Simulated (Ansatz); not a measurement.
# LaAs: pressure up to the limit of the methods

The task here is to estimate one member of a computed series from the others.

Computed with Ansatz 0.2.0 (DFT PBEsol, with the methods named in each step, unless a step's input says otherwise).

### The starting structure

Symmetry: Fm-3m, No. 225, cubic system. The conventional cell has a = 6.198 Å, b = 6.198 Å, c = 6.198 Å, α = 90.00°, β = 90.00°, γ = 90.00°. Around La (site symmetry m-3m) lie 6 As at 3.10 Å. As (site symmetry m-3m) has 6 La at 3.10 Å as nearest neighbours.

Coordinates:

```cif
data_structure
_symmetry_space_group_name_H-M 'P 1'
_symmetry_Int_Tables_number 1
_cell_length_a 4.3828
_cell_length_b 4.3828
_cell_length_c 4.3828
_cell_angle_alpha 60.000
_cell_angle_beta 60.000
_cell_angle_gamma 60.000
_cell_volume 59.53
loop_
_atom_site_label
_atom_site_type_symbol
_atom_site_fract_x
_atom_site_fract_y
_atom_site_fract_z
_atom_site_occupancy
La1 La 0.00000 0.00000 0.00000 1
As1 As 0.50000 0.50000 0.50000 1
```

Whether this phase is the stable one at these pressures isn't tested.

Atoms are numbered in the order of the input: La1, As2.

The first run:

Input file input.yaml:

```yaml
crystal:
  lattice:
    - [0.0, 3.0990845977, 3.0990845977]
    - [3.0990845977, 0.0, 3.0990845977]
    - [3.0990845977, 3.0990845977, 0.0]
  atoms:
    - { symbol: La, position: [0.0, 0.0, 0.0] }
    - { symbol: As, position: [0.5, 0.5, 0.5] }
kpoints:
  mp_grid: { grid: [10, 10, 10] }
  band_path:
    path:
      - [0.0, 0.0, 0.0]
      - [0.5, 0.0, 0.5]
      - [0.625, 0.25, 0.625]
      - [0.375, 0.375, 0.75]
      - [0.0, 0.0, 0.0]
      - [0.5, 0.5, 0.5]
      - [0.5, 0.25, 0.75]
      - [0.5, 0.0, 0.5]
    npoints: 14
scf:
  occupations: { method: fermi_dirac, width: 0.05 }
hamiltonian:
  xc: pbesol
  pseudopotentials: { kind: all_electron, lapw: { basis_error: 0.001 } }
output:
  forces: true
  stress: true
  eigenvalues: true
  populations: true
```

Started as:

```bash
ansatz run input.yaml --threads 1 --pin off --max-ram 2048MiB --backend cpu --events-out ev --progress --plain --runs-dir out
```

Among the steps run: The reference volume, LAPW; Volume scaled by 1, crystal datasets; Volume scaled by 0.9, LAPW; Volume scaled by 0.6, LAPW; Volume scaled by 0.55, LAPW; Volume scaled by 0.55, crystal datasets.

One of the session's tables, all rows but one given; the rest of the session is left out.

| method | volume over the first | volume (Å³/atom) | pressure (GPa) |
| --- | --- | --- | --- |
| LAPW | 1 | 29.765 | -2.77 |
| LAPW | 0.9 | 26.788 | 5.08 |
| LAPW | 0.6 | 17.859 | 80.94 |
| LAPW | 0.55 | 16.371 | 110.14 |
| PAW | 1 | 29.765 | -2.79 |
| PAW | 0.9 | ? | ? |
| PAW | 0.6 | 17.859 | 80.86 |
| PAW | 0.55 | 16.371 | 110.08 |
| crystal datasets | 1 | 29.765 | -2.77 |
| crystal datasets | 0.55 | 16.371 | 110.13 |

Estimate the missing values for PAW, 0.9.

The run gave: volume (Å³/atom): 26.788; pressure (GPa): 5.04.

Limits of these values: A fit over so wide a range leans to the high pressures, so B₀ can be off by several per cent. Spin-orbit coupling is left out, though the cell holds La; in elements this heavy it can shift bands and gaps by tenths of an eV. Warnings in the runs' records: gradients without spin orbit, crystal datasets made.
